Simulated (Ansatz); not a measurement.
I need a projected density of states of Si, space group Imma. Use Ansatz 0.2.0, Python API. Settings: PBEsol, PAW, cutoff 420 eV, 13×13×13 k-points, Methfessel-Paxton smearing of 0.1 eV, D4 dispersion.

```
CELL_PARAMETERS angstrom
-2.25100 2.36850 1.27500
2.25100 -2.36850 1.27500
2.25100 2.36850 -1.27500
ATOMIC_POSITIONS crystal
Si 0.80700 0.05700 0.75000
Si 0.19300 0.94300 0.25000
```

The script, `si_pdos.py`:
```python
# -*- coding: utf-8 -*-
'''Projected density of states of Si.'''

import ansatz
from ase import Atoms
import numpy as np


def main():
    atoms = Atoms(
        ['Si', 'Si'],
        scaled_positions=[
            (0.807, 0.057, 0.75),
            (0.193, 0.943, 0.25),
        ],
        cell=[
            (-2.251, 2.3685, 1.275),
            (2.251, -2.3685, 1.275),
            (2.251, 2.3685, -1.275),
        ],
        pbc=True,
    )
    cell = ansatz.Crystal.from_ase(atoms)

    calc = (
        cell.calculation()
        .functional(ansatz.Functional.PBESOL, dispersion='d4')
        .basis(420)
        .kpoints(density=4.5)
        .occupations('methfessel_paxton', width=0.1)
        .scf(extra_bands=10)
        .density_of_states(projected=True, method='smearing', broadening_width=0.15, energy_step=0.1)
    )
    done = calc.run(threads=1)
    rep = done.report

    dos = done.density_of_states()
    energy = np.asarray(dos.energies_ev) - dos.fermi_ev
    curves = {}
    for site in done.projected_density_of_states().sites:
        for shell in site.shells:
            weight = sum(np.sum(curve.g_bin_mean_per_ev, axis=0) for curve in shell.curves)
            name = f'{site.species} {shell.label}'
            curves[name] = curves.get(name, 0) + weight

    print('E-EF   ' + ' '.join(f'{name:>8s}' for name in curves))
    for e in np.arange(-8, 4 + 0.1, 1.0):
        print(f'{e:5.1f}  ' + ' '.join(f'{np.interp(e, energy, g):8.3f}' for g in curves.values()))


if __name__ == '__main__':
    main()
```

```console
$ python si_pdos.py
E-EF      Si 3S    Si 3P
 -8.0     0.266    0.298
 -7.0     0.168    0.304
 -6.0     0.197    0.505
 -5.0     0.191    0.534
 -4.0     0.168    0.618
 -3.0     0.136    0.670
 -2.0     0.115    0.823
 -1.0     0.122    0.587
  0.0     0.155    0.527
  1.0     0.122    0.446
  2.0     0.124    0.429
  3.0     0.174    0.446
  4.0     0.183    0.496
```

Caveats:
- Dispersion corrections can be off by several per cent in the lattices of metals, and by several GPa in the pressure at a fixed cell.
- This isn't the structure that Si takes at ambient conditions.
- Curves are summed over the cell's atoms. Only shells that the potentials hold have channels, so projections don't add up to the total, least of all where a shell is missing (p of most metals); heights and places of peaks move with the mesh.
- The density of states is complete only as far up as bands were computed.
- The whole script took 7.9 s on 1 thread of Intel(R) Xeon(R) Processor @ 2.30GHz, on a shared host, peak memory 0.57 GiB.
